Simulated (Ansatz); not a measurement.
# triplet C5H10O2 at 6 levels

We compute a comparison of 6 runs (UHF/STO-3G, UHF/3-21G, U-r2SCAN/6-31G*, U-revPBE/6-31G*, UB3LYP/6-31G*, UCCSD/6-31G*) of triplet C5H10O2. 

The calculation is run with Ansatz 0.2.0.

31 further runs of the same task are left out: 31 set aside as unsound or not needed. Runs told in other sessions of the task aren't counted.

### 1 The system as given

The species is C5H10O2 (17 atoms), meant as a triplet with charge 0. As SMILES of the parent species, `CC(=O)OC(C)C`. The coordinates come from a PBE0-D4/def2-TZVP relaxation. This is one conformer, not always the lowest. That shape belongs to the parent species and isn't relaxed for this state.

Bond lengths: C1–C2 1.499 Å, C2–O3 1.202 Å, C2–O4 1.339 Å, O4–C5 1.443 Å, C5–C6 1.513 Å, C5–C7 1.510 Å, C1–H8 1.092 Å, C1–H9 1.087 Å, C1–H10 1.092 Å, C5–H11 1.093 Å, C6–H12 1.093 Å, C6–H13 1.090 Å, C6–H14 1.092 Å, C7–H15 1.091 Å, C7–H16 1.092 Å, C7–H17 1.093 Å. Some angles: C1–C2–O3 125.1°, C1–C2–O4 110.8°, O3–C2–O4 124.1°, C2–O4–C5 117.1°, O4–C5–C6 109.6°, O4–C5–C7 106.2°, C6–C5–C7 113.2°, C2–C1–H8 109.9°, C2–C1–H9 109.6°, C2–C1–H10 109.8°.

### 2 The energy at UHF/STO-3G (run 1)

File input.yaml:

```yaml
basis:
  gaussian: {orbitals: STO-3G}
crystal:
  periodic: [false, false, false]
  atoms:
    - {symbol: C, position_ang: [2.255960, 0.222650, 1.602800]}
    - {symbol: C, position_ang: [1.369560, -0.423190, 0.581390]}
    - {symbol: O, position_ang: [1.673230, -1.366400, -0.099650]}
    - {symbol: O, position_ang: [0.180310, 0.189950, 0.527140]}
    - {symbol: C, position_ang: [-0.779400, -0.321540, -0.421090]}
    - {symbol: C, position_ang: [-0.505790, 0.267930, -1.786920]}
    - {symbol: C, position_ang: [-2.141450, 0.038520, 0.121070]}
    - {symbol: H, position_ang: [1.780050, 0.185680, 2.584420]}
    - {symbol: H, position_ang: [3.213200, -0.291550, 1.631880]}
    - {symbol: H, position_ang: [2.403230, 1.274980, 1.352870]}
    - {symbol: H, position_ang: [-0.654420, -1.406420, -0.459700]}
    - {symbol: H, position_ang: [-0.578290, 1.357900, -1.753750]}
    - {symbol: H, position_ang: [0.488060, -0.013170, -2.136410]}
    - {symbol: H, position_ang: [-1.237980, -0.102730, -2.507740]}
    - {symbol: H, position_ang: [-2.292800, -0.392580, 1.112040]}
    - {symbol: H, position_ang: [-2.919720, -0.342810, -0.543030]}
    - {symbol: H, position_ang: [-2.253730, 1.122800, 0.194660]}
magnetization: {spin_polarized: true, initial_magnetization: 2}
hamiltonian: {xc: hf}
accuracy: high
output: {orbitals: {seedname: orbitals}}
```

Command:

```sh
$ ansatz run input.yaml --threads 1 --pin off --max-ram 3480MiB --events-out events.jsonl --progress --plain --runs-dir runs
```

Log:

```text
Warning: RAYON_NUM_THREADS=1 ignored (pool sized by the plan → 1); use --threads N
Functional definition: HF
  name "HF"
  exchange = exact_x
  correlation = 0
1027 factors; integrals over basis functions are off by at most 2.2e-9 eV
mean field evaluation 1: about -9256.0643 eV, gradient 2.3e1 eV
mean field evaluation 2: about -9256.5411 eV, gradient 2.3e1 eV
mean field evaluation 4: about -9262.7693 eV, gradient 4.6e0 eV
mean field evaluation 8: about -9263.3908 eV, gradient 5.6e-1 eV
mean field evaluation 16: about -9262.8628 eV, gradient 2.7e0 eV
mean field evaluation 32: about -9262.4257 eV, gradient 2.1e-1 eV
mean field evaluation 64: about -9262.3818 eV, gradient 7.1e-1 eV
mean field evaluation 96: about -9255.1147 eV, gradient 1.3e1 eV
mean field -9263.46340865 eV, -340.4260012669 hartree, gradient 1.1e-8 eV, S^2 2.005208; 0 other end points of the search recorded, 0 dependent functions left out
reference -9263.46340865 eV, -340.4260012669 hartree; 29, 27 occupied and 16, 18 virtual orbitals, 1027 factors
Total energy: -9263.46340865 eV, -340.4260012669 hartree
```

Wall time 5.1 s (1 thread of Arm Neoverse V1, shared host); peak memory 0.13 GiB.

### 3 The energy at UHF/3-21G (run 2)

File job.yaml:

```yaml
crystal:
  periodic: [false, false, false]
  atoms:
    - {symbol: C, position_ang: [2.255960, 0.222650, 1.602800]}
    - {symbol: C, position_ang: [1.369560, -0.423190, 0.581390]}
    - {symbol: O, position_ang: [1.673230, -1.366400, -0.099650]}
    - {symbol: O, position_ang: [0.180310, 0.189950, 0.527140]}
    - {symbol: C, position_ang: [-0.779400, -0.321540, -0.421090]}
    - {symbol: C, position_ang: [-0.505790, 0.267930, -1.786920]}
    - {symbol: C, position_ang: [-2.141450, 0.038520, 0.121070]}
    - {symbol: H, position_ang: [1.780050, 0.185680, 2.584420]}
    - {symbol: H, position_ang: [3.213200, -0.291550, 1.631880]}
    - {symbol: H, position_ang: [2.403230, 1.274980, 1.352870]}
    - {symbol: H, position_ang: [-0.654420, -1.406420, -0.459700]}
    - {symbol: H, position_ang: [-0.578290, 1.357900, -1.753750]}
    - {symbol: H, position_ang: [0.488060, -0.013170, -2.136410]}
    - {symbol: H, position_ang: [-1.237980, -0.102730, -2.507740]}
    - {symbol: H, position_ang: [-2.292800, -0.392580, 1.112040]}
    - {symbol: H, position_ang: [-2.919720, -0.342810, -0.543030]}
    - {symbol: H, position_ang: [-2.253730, 1.122800, 0.194660]}
basis:
  gaussian: {orbitals: 3-21G.json}
magnetization: {spin_polarized: true, initial_magnetization: 2}
hamiltonian: {xc: hf}
accuracy: high
output: {orbitals: {seedname: orbitals}}
```

The basis set 3-21G is read from a file made from the Basis Set Exchange's data (not shown).

Command:

```sh
$ ansatz run job.yaml --threads 1 --pin off --max-ram 3480MiB --events-out events.jsonl --progress --plain --runs-dir runs
```

Log:

```text
Warning: RAYON_NUM_THREADS=1 ignored (pool sized by the plan → 1); use --threads N
[... 4 set-up lines as earlier in the session ...]
2055 factors; integrals over basis functions are off by at most 1.5e-8 eV
mean field evaluation 1: about -9320.3561 eV, gradient 2.8e1 eV
mean field evaluation 2: about -9321.1352 eV, gradient 2.9e1 eV
mean field evaluation 4: about -9327.5021 eV, gradient 6.2e0 eV
mean field evaluation 8: about -9328.8405 eV, gradient 9.0e-1 eV
mean field evaluation 16: about -9328.9621 eV, gradient 2.4e-1 eV
mean field evaluation 32: about -9328.6154 eV, gradient 9.4e-1 eV
mean field evaluation 64: about -9328.0383 eV, gradient 1.8e0 eV
mean field evaluation 96: about -9319.9022 eV, gradient 1.4e1 eV
mean field evaluation 128: about -9328.9693 eV, gradient 3.9e-2 eV
mean field -9328.96941056 eV, -342.8333024354 hartree, gradient 4.2e-8 eV, S^2 2.011981; 2 other end points of the search recorded, 0 dependent functions left out
reference -9328.96941056 eV, -342.8333024354 hartree; 29, 27 occupied and 54, 56 virtual orbitals, 2055 factors
Total energy: -9328.96941056 eV, -342.8333024354 hartree
```

Run time: 12 s. Hardware: 1 thread of Arm Neoverse V1, shared host; peak memory 0.41 GiB.

Runs 3 to 5 aren't shown in full; the table further down has their settings and results.

### 4 A single-point energy at UCCSD/6-31G(d) (spherical functions) (run 6)

File in.yaml:

```yaml
crystal:
  periodic: [false, false, false]
  atoms:
    - {symbol: C, position_ang: [2.255960, 0.222650, 1.602800]}
    - {symbol: C, position_ang: [1.369560, -0.423190, 0.581390]}
    - {symbol: O, position_ang: [1.673230, -1.366400, -0.099650]}
    - {symbol: O, position_ang: [0.180310, 0.189950, 0.527140]}
    - {symbol: C, position_ang: [-0.779400, -0.321540, -0.421090]}
    - {symbol: C, position_ang: [-0.505790, 0.267930, -1.786920]}
    - {symbol: C, position_ang: [-2.141450, 0.038520, 0.121070]}
    - {symbol: H, position_ang: [1.780050, 0.185680, 2.584420]}
    - {symbol: H, position_ang: [3.213200, -0.291550, 1.631880]}
    - {symbol: H, position_ang: [2.403230, 1.274980, 1.352870]}
    - {symbol: H, position_ang: [-0.654420, -1.406420, -0.459700]}
    - {symbol: H, position_ang: [-0.578290, 1.357900, -1.753750]}
    - {symbol: H, position_ang: [0.488060, -0.013170, -2.136410]}
    - {symbol: H, position_ang: [-1.237980, -0.102730, -2.507740]}
    - {symbol: H, position_ang: [-2.292800, -0.392580, 1.112040]}
    - {symbol: H, position_ang: [-2.919720, -0.342810, -0.543030]}
    - {symbol: H, position_ang: [-2.253730, 1.122800, 0.194660]}
basis:
  gaussian:
    orbitals: 6-31G_st_-spherical.json
total_charge: 0
magnetization:
  spin_polarized: true
  initial_magnetization: 2
correlation:
  method: ccsd
  frozen_orbitals: {C: 1, H: 0, O: 1}
accuracy: high
scf:
  omitted_lower_state_checks: [cluster_reference, increment]
```

The basis set 6-31G* is read from a file made from the Basis Set Exchange's data (not shown).

Command:

```sh
$ ansatz run in.yaml --threads 1 --pin off --max-ram 3480MiB --events-out events.jsonl --progress --plain --runs-dir runs
```

Log, shortened:

```text
Warning: RAYON_NUM_THREADS=1 ignored (pool sized by the plan → 1); use --threads N
[... 2 set-up lines as earlier in the session ...]
[...]
3002 factors; integrals over basis functions are off by at most 7.8e-9 eV
[...]
mean field -9380.90092778 eV, -344.7417504928 hartree, gradient 3.3e-8 eV, S^2 2.016477; 6 other end points of the search recorded, 0 dependent functions left out
7 core orbitals not correlated: weight in the atoms' cores, before any rotation towards them, 1.000 or more for the frozen orbitals, at most 0.000 for the correlated occupied ones
reference -9380.90092778 eV, -344.7417504928 hartree; 22, 20 occupied and 89, 91 virtual orbitals, 3002 factors
second order -25.36152341 eV of doubles, -0.00000000 eV of singles
cycle   1  -26.51619646 eV  change    -1.2e0 eV  update   1.2e-1
[...]
cycle  39  -27.47137786 eV  change  -6.0e-10 eV  update   3.8e-9
Total energy: -9408.37230564 eV, -345.7513050084 hartree
Checks for a lower state left out: cluster_reference, increment
```

It took 14 min on 1 thread of Arm Neoverse V1, shared host; peak memory 2.8 GiB.

### 5 All runs side by side

```csv
run,level,frozen core orbitals,energy (Eh),HOMO energy (eV),⟨S²⟩,wall time
1,UHF/STO-3G,–,-340.426001,-4.05,2.005,5.1 s
2,UHF/3-21G,–,-342.833302,-6.07,2.012,12 s
3,U-r2SCAN/6-31G* (spherical functions),–,-346.619113,-1.04,2.008,80 s
4,U-revPBE/6-31G* (spherical functions),–,-346.705774,-0.56,2.003,38 s
5,UB3LYP/6-31G* (spherical functions),–,-346.819288,-1.85,2.005,53 s
6,UCCSD/6-31G* (spherical functions),7,-345.751305,–,2.016,14 min
```

### 6 Outcome

| quantity | value |
| --- | --- |
| run 6: total energy | -345.75131 Eh |
| run 6: correlation energy (7 core orbitals frozen) | -1009.6 mEh |
| run 6: ⟨S²⟩ of the reference determinant | 2.016 |
| run 6: T1 diagnostic | 0.017 |

What this shows: Totals of different functionals can't be ranked against each other. In run 1 the basis is minimal, so the values are rough. All runs together took 17 min, the longest 14 min.
